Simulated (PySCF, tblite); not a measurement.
# C₅H₈B radical: geometry, infrared bands and EPR parameters

What infrared bands and EPR parameters should C₅H₈B radical (`B1C=C[CH]CC1`) show?

Computed with tblite 0.8.0 and PySCF 2.14.0, with density-fitted response routines of our own, on a single molecule in the gas phase. Atoms are numbered from 0 throughout.

## (1) The starting structure

14 atoms, charge 0, multiplicity 2; geometry from: force field or distance geometry start.

Bonds of the start (Å): B0–C1 1.55, C1–C2 1.35, C2–C3 1.50, C3–C4 1.51, C4–C5 1.54, C5–B0 1.61, B0–H6 1.21, C1–H7 1.11, C2–H8 1.09, C3–H9 1.09, C4–H10 1.11, C4–H11 1.10, C5–H12 1.09, C5–H13 1.09.

## (2) Optimising the geometry with GFN2-xTB

The job: settings as JSON, then the geometry in Å.

```
{"job": {"kind": "relax", "xc": "GFN2-xTB", "basis": "xTB"}, "charge": 0, "multiplicity": 2}
B      0.239800     1.400000    -0.121300
C      1.491200     0.509300     0.075500
C      1.424500    -0.841400     0.128300
C      0.087700    -1.490300    -0.038900
C     -1.051500    -0.622700     0.446900
C     -1.120000     0.610600    -0.470600
H      0.075900     2.399400     0.534300
H      2.471300     1.017400     0.202000
H      2.336100    -1.417400     0.272300
H     -0.121400    -1.704900    -1.089700
H     -2.044500    -1.115500     0.403900
H     -0.770300    -0.271800     1.448400
H     -1.013200     0.307500    -1.515800
H     -2.006400     1.219100    -0.297500
```

Started as:

```console
$ OMP_NUM_THREADS=1 python probes_run.py task.json out
```

One launch serves the whole session: the jobs run in the order shown.

**Question.** This job is followed by: GFN2-xTB harmonic vibrations, gas phase; UKS B3LYP, pcH-1 on B C H, non-relativistic, mean-field spin-orbit, GIAO. Predict these results of the whole session: strongest single infrared mode (GFN2-xTB); zero-point energy (GFN2-xTB); g(iso) (B3LYP); ⟨S²⟩; largest a(iso) (averaged by class); surface potential, 1st and 99th percentile.

As calculated:

```
                                 quantity                     value
strongest single infrared mode (GFN2-xTB)     2619 cm⁻¹, 203 km/mol
             zero-point energy (GFN2-xTB)             71.4 kcal/mol
                           g(iso) (B3LYP)                   2.00259
                                     ⟨S²⟩        0.768 (exact 0.75)
       largest a(iso) (averaged by class)  1H on H10, H11, 57.2 MHz
    surface potential, 1st and 99th percentile        -0.50 V and 0.88 V
```

**Reading.** The optimisation took 69 steps and gained 1.637 eV; among the close pairs (by a distance rule), C2–C3 changed most, from 1.495 to 1.366 Å. All 36 modes are real, so the xTB geometry is a minimum. The strongest single mode, at 2619 cm⁻¹, moves mainly H6. Unscaled tight-binding wavenumbers are off by several per cent, some by more. Its intensities can rank the bands wrongly. The largest spin populations lie on C1 (0.55 e), C3 (0.55 e). The isotropic g lies 0.3 ppt above the free-electron value.
